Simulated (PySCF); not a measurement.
**LiBe: basis, grid and Hamiltonian**

Which parts of the numerical set-up matter for LiBe? Each run edits the base script.

The runs use PySCF 2.14.0; each script names its method and basis.

3 further runs of the same task are left out: 3 that didn't finish.

### Step 1. Where the work starts

LiBe: 2 atoms, charge 0, spin multiplicity 2.

Bond lengths: Li1–Be2 2.133 Å.

### Step 2. Base script

input.py

```python
from pyscf import gto, dft, tdscf

mol = gto.M(
    atom='Li 0 0 0; Be 0 0 2.133',
    basis='def2-svp',
    charge=0,
    spin=1,
    verbose=4,
)
mf = dft.UKS(mol, xc='pw6b95')
mf.kernel()
td = tdscf.TDDFT(mf)
td.nstates = 6
td.kernel()
td.analyze()
mf.dip_moment()
print('orbital energies (hartree):', [e[max(0, n-3):n+3].round(4) for e, n in zip(mf.mo_energy, mol.nelec)])
```

Command:

```bash
$ OMP_NUM_THREADS=1 python input.py
```

Its log is not repeated here.

It gives: E(SCF) = -22.181128 Eh, 10 cycles, ⟨S²⟩ = 0.758, μ = 3.23 D, excitations 0.38, 0.38, 1.19, 2.55, 2.55 eV.

The bond length is a typed value, not an optimised one.

### Step 3. Sbkjc (core potential on)

Variant 1 changes basis set: def2-svp → sbkjc; core potential: off → on. The core potential changes with it: totals don't compare.

input.py

```python
from pyscf import gto, dft, tdscf

mol = gto.M(
    atom='Li 0 0 0; Be 0 0 2.133',
    basis='sbkjc',
    ecp={'Li': 'sbkjc', 'Be': 'sbkjc'},
    charge=0,
    spin=1,
    verbose=4,
)
mf = dft.UKS(mol, xc='pw6b95')
mf.kernel()
td = tdscf.TDDFT(mf)
td.nstates = 6
td.kernel()
td.analyze(verbose=3)
mf.dip_moment()
print('orbital energies (hartree):', [e[max(0, n-3):n+3].round(4) for e, n in zip(mf.mo_energy, mol.nelec)])
```

Command:

```bash
$ OMP_NUM_THREADS=1 python input.py
```

### Step 4. Jorge-dzp-dkh (X2C on)

Variant 2 changes basis set: def2-svp → jorge-dzp-dkh; spin-free X2C: off → on.

input.py: that of step 2 with these lines changed.

```diff
@@ -4,3 +4,3 @@
     atom='Li 0 0 0; Be 0 0 2.133',
-    basis='def2-svp',
+    basis='jorge-dzp-dkh',
     charge=0,
@@ -10,2 +10,3 @@
 mf = dft.UKS(mol, xc='pw6b95')
+mf = mf.sfx2c1e()
 mf.kernel()
```

### Step 5. Spin-free X2C on

Variant 3 changes spin-free X2C: off → on.

input.py: that of step 2 with these lines changed.

```diff
@@ -10,2 +10,3 @@
 mf = dft.UKS(mol, xc='pw6b95')
+mf = mf.sfx2c1e()
 mf.kernel()
```

### Step 6. Integration grid 2

Variant 4 changes integration grid: default → 2.

input.py: that of step 2 with these lines changed.

```diff
@@ -10,2 +10,3 @@
 mf = dft.UKS(mol, xc='pw6b95')
+mf.grids.level = 2
 mf.kernel()
```

### Step 7. Integration grid (99, 590)

Variant 5 changes integration grid: default → (99, 590).

input.py: that of step 2 with these lines changed.

```diff
@@ -10,2 +10,3 @@
 mf = dft.UKS(mol, xc='pw6b95')
+mf.grids.atom_grid = (99, 590)
 mf.kernel()
```

Before running it: what results should come out? Wanted: for each run, E(SCF); from base; gap, α spin; SCF dipole; after the SCF.

As calculated:

| run | E(SCF) (hartree) | from base (eV) | cycles | gap, α spin (eV) | SCF dipole (D) | functions | after the SCF |
| --- | --- | --- | --- | --- | --- | --- | --- |
| base | -22.181128 | 0 | 10 | 2.05 | 3.23 | 18 | lowest root found 0.38 eV |
| sbkjc (core potential on) | -1.190869 | not comparable | 10 | 2.00 | 3.10 | 16 | lowest root found 0.39 eV |
| jorge-dzp-dkh (X2C on) | -22.206999 | not comparable | 8 | 1.98 | 2.57 | 30 | lowest root found 0.41 eV |
| spin-free X2C on | -22.184207 | -0.0838 | 11 | 2.05 | 3.22 | 18 | lowest root found 0.38 eV |
| integration grid 2 | -22.181128 | 0.0000 | 11 | 2.05 | 3.23 | 18 | lowest root found 0.38 eV |
| integration grid (99, 590) | -22.181128 | 0.0000 | 10 | 2.05 | 3.23 | 18 | lowest root found 0.37 eV |

**Reading.** The SCF energy stays the same, to the digits that matter, with integration grid 2 or integration grid (99, 590). Scalar relativity lowers the total energy by 0.08 eV, nearly all of it in the inner shells; a basis contracted without relativity catches only part of it. With integration grid 2, integration grid (99, 590) the path hardly changes: 10 to 11 cycles against 10. The dearest run is “jorge-dzp-dkh (X2C on)”, at 15 s against 4.5 s.
